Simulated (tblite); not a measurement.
# C7H10P2: the cost of one run

The runs use tblite 0.8.0 and PySCF 2.14.0, with density-fitted response routines of our own; the level of theory stands in each step. All values are computed, except where a source is named. Atoms are numbered from 0 throughout.

## (1) Starting geometry

19 atoms, charge 0, multiplicity 1; geometry from: force field or distance geometry start.

Bonds of the start (Å): C0–C1 1.50, C1–C2 1.37, C2–C3 1.39, C3–C4 1.39, C4–C5 1.39, C5–P6 1.84, P6–P7 2.22, C5–C8 1.39, C8–C1 1.37, C0–H9 1.09, C0–H10 1.10, C0–H11 1.12, C2–H12 1.08, C3–H13 1.08, C4–H14 1.09, P6–H15 1.46, P7–H16 1.47, P7–H17 1.47, C8–H18 1.07.

## (2) Geometry optimisation with GFN2-xTB

Job settings and geometry (Å):

```
{"job": {"kind": "relax", "xc": "GFN2-xTB", "basis": "xTB"}, "charge": 0, "multiplicity": 1}
C      2.869900    -1.011300     0.220600
C      1.588600    -0.260100     0.013100
C      1.532400     1.110700    -0.044700
C      0.334200     1.788800    -0.241500
C     -0.827900     1.038300    -0.344000
C     -0.761700    -0.344700    -0.282900
P     -2.326800    -1.300200    -0.446000
P     -3.956900     0.066800     0.198500
C      0.446400    -1.005000    -0.093400
H      3.124500    -1.505100    -0.712800
H      3.648400    -0.280400     0.495700
H      2.752500    -1.792400     1.017400
H      2.447900     1.676600     0.058200
H      0.279200     2.870400    -0.292300
H     -1.759700     1.583100    -0.494600
H     -2.366600    -2.409900     0.502700
H     -3.417700     0.790100     1.359200
H     -4.015600     1.069700    -0.875000
H      0.399300    -2.076200    -0.045700
```

Started as:

```bash
$ OMP_NUM_THREADS=1 python probes_run.py task.json out
```

One launch serves the whole session: the jobs run in the order shown.

Q: Estimate the wall time and peak memory of this first job on 1 thread of Arm Neoverse V1, shared host.

About 1.1 s, with a peak of 0.18 GiB.
